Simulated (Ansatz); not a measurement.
# C2H4F2OSi: up Jacob's ladder to CCSD(T)

The task here is to estimate one member of a computed series from the others.

Program: Ansatz 0.2.0, Gaussian basis. Level of theory: functionals in def2-TZVPP, the program's frozen cores in correlated methods. These are calculated values, not measurements.

Levels to be run: LDA (SPW92), PBE-D4, revPBE-D4, BLYP-D4, r2SCAN-D4, B97M-V, PBE0-D4, B3LYP-D4, r2SCANh-D4, r2SCAN0-D4, HSE06-D4, BHLYP-D4, CAM-B3LYP-D4, LC-ωPBE, ωB97X-V, ωB97M-V, B2PLYP, PBE-QIDH; CCSD(T)/def2-SVP; CCSD(T)/def2-TZVPP; MP2/def2-QZVPP; extrapolation to the limit; RPA on PBE.

## The geometry

All runs share one geometry, relaxed beforehand with PBE0-D4 in a triple-zeta def2 set.

SMILES `C=C(F)[SiH](O)F`, 10 atoms, charge 0, spin multiplicity 1.

Atoms are counted from 1 here; the program's logs count them from 0.

Bond lengths: C1–C2 1.324 Å, C1–H7 1.082 Å, C1–H8 1.084 Å, C2–F3 1.352 Å, C2–Si4 1.871 Å, Si4–O5 1.627 Å, Si4–F6 1.593 Å, Si4–H9 1.473 Å, O5–H10 0.959 Å. Angles: C2–C1–H7 119.5°, C2–C1–H8 121.8°, H7–C1–H8 118.7°, C1–C2–F3 119.4°, C1–C2–Si4 125.7°, F3–C2–Si4 114.9°, C2–Si4–O5 110.2°, C2–Si4–F6 106.5°, C2–Si4–H9 113.4°, O5–Si4–F6 111.4°, O5–Si4–H9 107.0°, F6–Si4–H9 108.3°, Si4–O5–H10 118.9°.

The first run:

Contents of in.yaml:

```yaml
crystal:
  periodic: [false, false, false]
  atoms:
    - {symbol: C, position_ang: [-0.959596, -1.179643, 0.673823]}
    - {symbol: C, position_ang: [-0.191112, -0.124315, 0.894538]}
    - {symbol: F, position_ang: [-0.125006, 0.398861, 2.139123]}
    - {symbol: Si, position_ang: [0.879847, 0.731903, -0.378300]}
    - {symbol: O, position_ang: [0.485688, 0.227241, -1.874359]}
    - {symbol: F, position_ang: [0.625902, 2.295091, -0.205882]}
    - {symbol: H, position_ang: [-0.999576, -1.610760, -0.317862]}
    - {symbol: H, position_ang: [-1.544564, -1.636142, 1.464488]}
    - {symbol: H, position_ang: [2.318957, 0.474789, -0.201311]}
    - {symbol: H, position_ang: [-0.407439, 0.371875, -2.191357]}
basis:
  gaussian: {orbitals: def2-TZVPP}
hamiltonian: {xc: lda}
output: {orbitals: {seedname: orbitals}}
```

Among the steps run: LDA; PBE-D4 (GGA); revPBE-D4 (GGA); BLYP-D4 (GGA); r2SCAN-D4 (meta-GGA); B97M-V (meta-GGA); PBE0-D4 (hybrid); B3LYP-D4 (hybrid); r2SCANh-D4 (hybrid); r2SCAN0-D4 (hybrid); HSE06-D4 (hybrid); BHLYP-D4 (hybrid); CAM-B3LYP-D4 (range-separated); LC-ωPBE (range-separated); ωB97X-V (range-separated); ωB97M-V (range-separated); B2PLYP (double hybrid); PBE-QIDH (double hybrid).

One of the session's tables, all rows but one given; the rest of the session is left out.

It belongs to the step «Orbital energies across the functionals». 

```
  functional  HOMO (eV)  gap (eV)
 LDA (SPW92)      -7.04      5.07
      PBE-D4      -6.82      5.12
   revPBE-D4      -6.74      5.14
     BLYP-D4      -6.68      5.10
   r2SCAN-D4      -7.07      5.56
      B97M-V          ?         ?
     PBE0-D4      -8.09      7.33
    B3LYP-D4      -7.85      6.87
  r2SCANh-D4      -7.55      6.38
  r2SCAN0-D4      -8.26      7.61
    HSE06-D4      -7.68      6.54
    BHLYP-D4      -9.19      9.47
CAM-B3LYP-D4      -9.46      9.82
     LC-ωPBE     -10.84     12.39
     ωB97X-V     -10.44     11.92
     ωB97M-V     -10.35     11.68
```

Estimate the missing values for B97M-V.

**Answer.** HOMO (eV): -7.13; gap (eV): 5.60. In the column «HOMO (eV)» it lies between r2SCANh-D4 (-7.55) and r2SCAN-D4 (-7.07).
